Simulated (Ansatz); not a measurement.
# LaSi3Ir: the cost of one run

Method: DFT PBEsol, scalar-relativistic, plane waves, PAW, in Ansatz 0.2.0.

1 further run of the same task is left out (set aside as unsound or not needed).

### Step 1. The structure to begin with

Symmetry: I4mm, No. 107, tetragonal system. The conventional cell has a = 4.299 Å, b = 4.299 Å, c = 9.896 Å, α = 90.00°, β = 90.00°, γ = 90.00°. La (site symmetry 4mm) is surrounded by 12 Si at 3.16 to 3.38 Å and 5 Ir at 3.41 Å. Around Si (site symmetry 2mm) lie 2 Ir at 2.40 Å and 2 Si at 2.61 Å and 4 La at 3.18 to 3.38 Å. Around Si (site symmetry 4mm) lie 1 Ir at 2.39 Å and 4 Si at 2.61 Å and 4 La at 3.16 Å. Ir (site symmetry 4mm) has 5 Si at 2.39 to 2.40 Å as nearest neighbours.

Structure file:

```xyz
5
Lattice="-2.1495 2.1495 4.9482 2.1495 -2.1495 4.9482 2.1495 2.1495 -4.9482" Properties=species:S:1:pos:R:3 pbc="T T T"
La    0.0000    0.0000   -0.0150
Si    0.0000    2.1495    2.5956
Si    2.1495    0.0000    2.5956
Si    0.0000    0.0000    4.0807
Ir    0.0000    0.0000    6.4732
```

This cell was relaxed beforehand with the same method: volume 18.29 Å³/atom, gap on the mesh none (metal).

### Step 2. Relaxing with PBEsol

The input, input.yaml:

```yaml
crystal:
  lattice:
    - [-2.1494857881, 2.1494857881, 4.9481766576]
    - [2.1494857881, -2.1494857881, 4.9481766576]
    - [2.1494857881, 2.1494857881, -4.9481766576]
  atoms:
    - { symbol: La, position: [-0.0015108566, -0.0015108566, 0.0] }
    - { symbol: Si, position: [0.7622831749, 0.2622831749, 0.5] }
    - { symbol: Si, position: [0.2622831749, 0.7622831749, 0.5] }
    - { symbol: Si, position: [0.4123470184, 0.4123470184, 0.0] }
    - { symbol: Ir, position: [0.6540974883, 0.6540974883, 0.0] }
basis:
  ecutwfc: 420
kpoints:
  mp_grid: { grid: [12, 12, 12] }
hamiltonian:
  xc: pbesol
scf:
  occupations: { method: gaussian, width: 0.1 }
output:
  forces: true
  stress: true
  eigenvalues: true
relax:
  adjacent_minimum: "off"
  f_tol: 0.005
  max_steps: 50
  cell: { stress_tol: 0.05 }
```

On the command line:

```
$ ansatz run input.yaml --threads 2 --pin off --max-ram 5120MiB --backend cpu --events-out ev --progress --plain --runs-dir out
```

**Question.** How long does this run take on 2 threads of Arm Neoverse V1, shared host, and how much memory does it need?

About 2.6 min, with a peak of 0.63 GiB.
